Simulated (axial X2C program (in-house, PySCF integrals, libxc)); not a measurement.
**IrCl: Ω levels from open-shell CI on d7 s1**

Which Ω levels does IrCl have in the configuration d7 s1, and how far apart?

Method: two-component X2C, average-of-configuration Hartree–Fock and CI in the open shells; program: an in-house X2C program for linear molecules on PySCF integrals.

All values are calculated.

### Step 1. Set-up

Input file task.json:

```json
{"zs": [77, 17], "q": 0, "bas": ["dyall-v3z", "dyall-av3z"], "r0": 2.21, "metal": 0, "shells": [[2, [0, 1, 2], 7], [0, [0], 1]], "fix": 0, "emax": 3.2, "nroots": 4}
```

Keys: zs atomic numbers; q charge; bas basis sets; r0 starting distance in Å; metal index of the metal atom; shells open shells as [l, |m| values, electrons]; fix electron count of the first shell held; emax energy window in eV; nroots roots for each Ω.

The run is started by

```sh
$ python soci.py task.json out
```

Two-component X2C with atomic mean-field Coulomb and Gaunt terms, basis Ir dyall-v3z, Cl dyall-av3z (cores contracted in-house). Orbitals come from Hartree–Fock averaged over the configuration Ir d7 s1; CI then distributes these electrons over the d, s shells of Ir.

### Step 2. CI at R = 2.357 Å

Output:

```text
average of configuration d7 s1
basis functions 222  fitting functions 1189
iter      average energy  largest gradient
   1     -18284.937021637   2.89e+01
   2     -18285.579856466   2.01e+00
   3     -18285.598382586   7.00e-01
   4     -18285.599219853   5.71e-02
   5     -18285.599265498   5.31e-02
   6     -18285.599286420   5.54e-03
   7     -18285.599287765   3.38e-03
   8     -18285.599288208   7.95e-04
   9     -18285.599288249   1.65e-04
  10     -18285.599288253   5.96e-05
  11     -18285.599288254   1.79e-05
converged
CI levels
2*Omega        energy/Eh    cm-1   g(par)  dipole/D  leading shell counts
   10    -18285.72145607        0  13.893   -2.696  {'7 1': 1.0}
    8    -18285.71941470      448  10.921   -2.746  {'7 1': 0.977}
    6    -18285.71763805      838   8.032   -2.802  {'7 1': 0.968, '8 0': 0.031}
    4    -18285.71659163     1068   5.331   -2.823  {'7 1': 0.971}
    2    -18285.71598332     1201   2.663   -2.797  {'7 1': 0.987}
    0    -18285.71574930     1252   0.000   -2.776  {'7 1': 0.998}
    8    -18285.70349091     3943  10.505   -2.973  {'7 1': 0.874, '8 0': 0.125}
    0    -18285.70054804     4589   0.000   -3.077  {'7 1': 0.866, '8 0': 0.132}
    2    -18285.69983060     4746   2.606   -2.912  {'7 1': 0.921, '8 0': 0.077}
    4    -18285.69904913     4918   5.449   -2.685  {'7 1': 0.989}
    6    -18285.69891857     4946   7.795   -2.760  {'7 1': 0.98}
    4    -18285.68938301     7039   3.947   -2.952  {'7 1': 0.884, '8 0': 0.111}
    6    -18285.68934125     7048   7.664   -2.996  {'7 1': 0.866, '8 0': 0.13}
    2    -18285.68593541     7796   0.262   -3.033  {'7 1': 0.869, '8 0': 0.127}
    8    -18285.68270717     8504  10.176   -4.365  {'8 0': 0.55, '7 1': 0.441}
    0    -18285.68257503     8533   0.000   -2.730  {'7 1': 0.96, '8 0': 0.039}
    0    -18285.68128202     8817   0.000   -3.983  {'7 1': 0.578, '8 0': 0.413}
    2    -18285.68091701     8897   2.820   -3.082  {'7 1': 0.854, '8 0': 0.142}
    4    -18285.67898714     9321   5.834   -2.907  {'7 1': 0.913, '8 0': 0.083}
    0    -18285.67590365     9998   0.000   -3.277  {'7 1': 0.8, '8 0': 0.197}
    6    -18285.67434604    10339   7.380   -4.558  {'8 0': 0.584, '7 1': 0.406}
    0    -18285.67116926    11037   0.000   -2.714  {'7 1': 0.953, '8 0': 0.045}
    0    -18285.66669252    12019   0.000   -3.679  {'7 1': 0.688, '8 0': 0.3}
    0    -18285.65856850    13802   0.000   -4.500  {'8 0': 0.503, '7 1': 0.475}
    8    -18285.65270117    15090   9.805   -3.694  {'7 1': 0.732, '8 0': 0.25}
   10    -18285.62717647    20692  11.831   -2.633  {'7 1': 0.996}
   12    -18285.60385952    25809  13.993   -2.885  {'7 1': 0.992}
```

Dipoles in the output refer to the first atom as origin.

Wall time 2.6 s (1 thread of Intel Xeon Platinum 8488C (Sapphire Rapids), shared host); peak memory 0.39 GiB.

Active spinors (ω > 0; filled shells left out):

```
shell    ω  ε (eV)                    character
    d  3/2  -10.42                     99% Ir d
    d  1/2   -9.77   89% Ir d, 5% Cl p, 3% Ir s
    d  5/2   -9.32                    100% Ir d
    d  3/2   -8.87            94% Ir d, 3% Cl p
    d  1/2   -8.60  81% Ir d, 12% Ir s, 5% Cl p
    s  1/2   -3.95  48% Ir s, 31% Ir p, 8% Cl p
```

The levels:

| Ω | energy (cm⁻¹) | g∥ | μ (D) | configuration |
| --- | --- | --- | --- | --- |
| 5 | 0 | 13.89 | -2.70 | 100% d7 s1 |
| 4 | 448 | 10.92 | -2.75 | 98% d7 s1 |
| 3 | 838 | 8.03 | -2.80 | 97% d7 s1 |
| 2 | 1068 | 5.33 | -2.82 | 97% d7 s1 |
| 1 | 1201 | 2.66 | -2.80 | 99% d7 s1 |
| 0 | 1252 | 0.00 | -2.78 | 100% d7 s1 |
| 4 | 3943 | 10.50 | -2.97 | 87% d7 s1 + 12% d8 |
| 0 | 4589 | 0.00 | -3.08 | 87% d7 s1 + 13% d8 |
| 1 | 4746 | 2.61 | -2.91 | 92% d7 s1 + 8% d8 |
| 2 | 4918 | 5.45 | -2.69 | 99% d7 s1 |
| 3 | 4946 | 7.79 | -2.76 | 98% d7 s1 |
| 2 | 7039 | 3.95 | -2.95 | 88% d7 s1 + 11% d8 |
| 3 | 7048 | 7.66 | -3.00 | 87% d7 s1 + 13% d8 |
| 1 | 7796 | 0.26 | -3.03 | 87% d7 s1 + 13% d8 |
| 4 | 8504 | 10.18 | -4.37 | 55% d8 + 44% d7 s1 |
| 0 | 8533 | 0.00 | -2.73 | 96% d7 s1 |
| 0 | 8817 | 0.00 | -3.98 | 58% d7 s1 + 41% d8 |
| 1 | 8897 | 2.82 | -3.08 | 85% d7 s1 + 14% d8 |
| 2 | 9321 | 5.83 | -2.91 | 91% d7 s1 + 8% d8 |
| 0 | 9998 | 0.00 | -3.28 | 80% d7 s1 + 20% d8 |

g∥ is the magnitude of 2⟨Lz + ge Sz⟩ for the +Ω component. μ is positive if the Cl end is positive.

### Step 3. The same at R = 2.652 Å

| Ω | energy (cm⁻¹) | g∥ | μ (D) | configuration |
| --- | --- | --- | --- | --- |
| 5 | 0 | 13.89 | -4.80 | 100% d7 s1 |
| 4 | 586 | 10.83 | -4.86 | 99% d7 s1 |
| 3 | 913 | 8.08 | -4.90 | 98% d7 s1 |
| 2 | 1028 | 5.46 | -4.90 | 99% d7 s1 |
| 0 | 1041 | 0.00 | -4.87 | 100% d7 s1 |
| 1 | 1044 | 2.77 | -4.88 | 100% d7 s1 |
| 4 | 4702 | 10.81 | -4.88 | 96% d7 s1 |
| 3 | 5001 | 7.82 | -4.82 | 99% d7 s1 |
| 2 | 5075 | 5.21 | -4.83 | 99% d7 s1 |
| 1 | 5136 | 2.56 | -4.89 | 97% d7 s1 |

### Step 4. Curves along the bond

The same input was run at the other distances (logs left out). Energies in cm⁻¹ from the lowest point; levels are followed by energy order within each Ω.

```csv
R (Å),(1)Ω=5,(1)Ω=4,(1)Ω=3,(1)Ω=2,(1)Ω=1,(1)Ω=0,(2)Ω=4
2.192,2247,2241,2759,3115,3408,3578,5144
2.275,631,920,1348,1634,1837,1931,4130
2.357,0,448,838,1068,1201,1252,3943
2.451,117,658,1025,1205,1282,1305,4416
2.546,862,1442,1791,1935,1975,1982,5400
2.652,2175,2761,3088,3203,3219,3216,6877
2.781,4170,4731,5030,5122,5124,5116,8978
```

Constants where the minimum is well bracketed:

```
level of the curve  Te (cm⁻¹)  Re (Å)  ωe (cm⁻¹)
            (1)Ω=5          0   2.388      320.2
            (1)Ω=4        480   2.375      312.2
            (1)Ω=3        864   2.378      313.4
            (1)Ω=2       1079   2.385      312.4
            (1)Ω=1       1191   2.392      312.7
            (1)Ω=0       1230   2.396      313.7
            (2)Ω=4       3974   2.339      321.1
```

### Step 5. Results

| quantity | value |
| --- | --- |
| lowest level of the model | Ω = 5, g∥ = 13.89, 100% d7 s1 |
| next level | Ω = 4, 448 cm⁻¹ higher |
| lowest curve, Re and ωe | 2.388 Å, 320.2 cm⁻¹ |

**Reading.** In the lowest level ⟨Sz⟩ = 1.94 and ⟨Lz⟩ = 3.06; its leading determinant has weight 0.87 among 9. From 2.357 to 2.652 Å the gap from the lowest to the fifth level goes from 1201 to 1041 cm⁻¹. Without dynamic correlation distances can be off by several hundredths of an Å, and the wavenumbers are rough. There is no dynamic correlation: spin–orbit spacings and, for f shells, spacings inside one term are the most reliable numbers, splittings between terms come out too wide, and energies between configurations are not reliable, so the lowest level need not be the ground state of the molecule. For d shells the ligand-field splittings (σ, π, δ) and their order can be off by a thousand cm⁻¹ or more. At most 4 roots were kept for each Ω > 0 (twice that for Ω = 0) within 3.2 eV of the lowest, so higher up levels can be missing between those listed; levels with Ω > 0 are doubly degenerate and listed once, Ω = 0 levels singly. Some active spinors are only partly of the character that their shell is named for, so the shell names and counts are nominal.
